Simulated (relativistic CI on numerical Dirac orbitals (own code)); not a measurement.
**Cr³⁺: 2p photoemission with charge transfer**

Wanted: the shape of the 2p photoemission spectrum of Cr³⁺ in a cubic metal-ligand cluster, for 3 values of Delta.

Program: relativistic CI on numerical Dirac orbitals (own code) version 3. Level of theory: charge-transfer multiplet model of a cubic metal-ligand cluster with up to 1 ligand holes, Slater and spin-orbit integrals from Dirac-Coulomb-Breit ions, Slater integrals scaled by 0.7. These are calculated values, not measurements, unless marked.

### 1 What is computed

* ion: Cr³⁺ (Cr IV)
* nuclear charge: 24
* electrons: 21
* d electrons: 3
* ligand holes at most: 1
* parameters: in eV; Veg, Vt2g hoppings, tenDq and tenDqL metal and ligand splittings (negative tenDq: tetrahedral), red the scaling of hopping with a core hole
* temperature: 300 K
* widths: Lorentz 0.6 eV, Gauss 0.8 eV

### 2 Delta = 1.3 eV

The run's settings:

```ini
cluster ion=Cr3+ d3 ligand_holes=1 slater_scale=0.7
Delta=1.3 Udd=4.7 Upd=5.3 tenDq=1.5 tenDqL=0.7 Veg=2.65 Vt2g=-1.17 red=0.9
spectrum xps 2p T=300 lorentz=0.6 gauss=0.8
```

Launch:

```console
$ python run_levels.py task.json out
```

task.json lists these runs, among others, and the program works through them in turn.

### 3 Delta = -1.7 eV

The run's settings:

```ini
cluster ion=Cr3+ d3 ligand_holes=1 slater_scale=0.7
Delta=-1.7 Udd=4.7 Upd=5.3 tenDq=1.5 tenDqL=0.7 Veg=2.65 Vt2g=-1.17 red=0.9
spectrum xps 2p T=300 lorentz=0.6 gauss=0.8
```

### 4 Delta = -0.7 eV

The run's settings:

```ini
cluster ion=Cr3+ d3 ligand_holes=1 slater_scale=0.7
Delta=-0.7 Udd=4.7 Upd=5.3 tenDq=1.5 tenDqL=0.7 Veg=2.65 Vt2g=-1.17 red=0.9
spectrum xps 2p T=300 lorentz=0.6 gauss=0.8
```

(Steps that only read results are left out.)

**Question.** What will these runs give? Wanted: d count; ground spin.

The runs gave:

| run | d count | weight without ligand hole | ground S | up to four highest peaks (% of the highest), eV from the first main peak |
| --- | --- | --- | --- | --- |
| Delta = 1.3 eV | 3.44 | 0.56 | 1.50 | 0.0 (100), 4.9 (14), 9.9 (59) |
| Delta = -1.7 eV | 3.57 | 0.43 | 1.50 | 0.0 (100), 4.9 (15), 10.1 (59), 12.8 (15) |
| Delta = -0.7 eV | 3.53 | 0.47 | 1.50 | 0.0 (100), 4.9 (15), 10.1 (59), 12.5 (15) |

| quantity | value |
| --- | --- |
| d count | 3.44 to 3.57 |
| ground spin (effective S from ⟨S²⟩) | 1.50 |

From Delta = -1.7 eV to Delta = 1.3 eV the ground-state d count goes from 3.57 to 3.44. In the first run d3 holds 56 % of the ground state. The space is cut at the given number of ligand holes while the last configuration still holds over a tenth of the ground state. The cluster parameters are drawn, not fitted to a compound.
